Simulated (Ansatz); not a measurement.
This script makes vertical spin-state energies of AlBH5NO, SMILES B[O][AlH][NH2] with Ansatz's Python interface.

Script `albh5no.py`:
```python
"""Vertical spin-state energies of AlBH5NO."""

import ansatz as az
from ase import Atoms

atoms = Atoms(["B", "O", "Al", "N", "H", "H", "H", "H", "H"], positions=[
    (-1.6119, 0.583, 0.4652),
    (-0.9787, -0.5285, 1.03),
    (0.7632, -0.2865, 0.5918),
    (1.5575, -0.9701, -1.0403),
    (-1.8303, 1.5938, 1.0845),
    (-2.1085, 0.5809, -0.64),
    (1.7815, 0.5183, 1.6013),
    (0.7161, -1.394, -1.5495),
    (1.7998, -0.1433, -1.5602),
])
mol = az.Crystal.molecule_from_ase(atoms)

base = mol.calculation().basis(gaussian="def2-TZVP").correlation("mp2")
found = {}
for unpaired in [0, 2]:
    data = base.spin("collinear", total=unpaired).run(threads=1).report
    s = unpaired / 2
    found[unpaired] = data["free_energy_ev"]
    print(f"2S+1 = {unpaired + 1}: E = {found[unpaired]:.5f} eV, <S^2> = {abs(data['mean_field']['state']['spin_squared']):.3f} (pure state {s * (s + 1):.2f})")
lowest = min(found, key=found.get)
for unpaired, e in found.items():
    print(f"multiplicity {unpaired + 1}: {23.060548 * (e - found[lowest]):.1f} kcal/mol above the lowest")
```

Which spin state is lowest at this geometry, and how far above lie the others?

In order: multiplicity 1 (+0.00 eV) and multiplicity 3 (+4.94 eV), all at the one geometry.

The output:

`python albh5no.py` gives:
```text
2S+1 = 1: E = -10873.67511 eV, <S^2> = 0.000 (pure state 0.00)
2S+1 = 3: E = -10868.73290 eV, <S^2> = 2.019 (pure state 2.00)
multiplicity 1: 0.0 kcal/mol above the lowest
multiplicity 3: 114.0 kcal/mol above the lowest
```

What to keep in mind:
- Total energies depend on the basis set; only differences at equal settings carry meaning.
- The geometry is a force-field or estimated start, not a minimum of this method, and the basis set is short of its limit. All parts are taken at fixed geometry, without zero-point energy.
- S² is that of the Hartree-Fock reference.
- Run time: 36 s on 1 thread of Arm Neoverse N1, with other jobs on the host, peak memory 0.41 GiB.
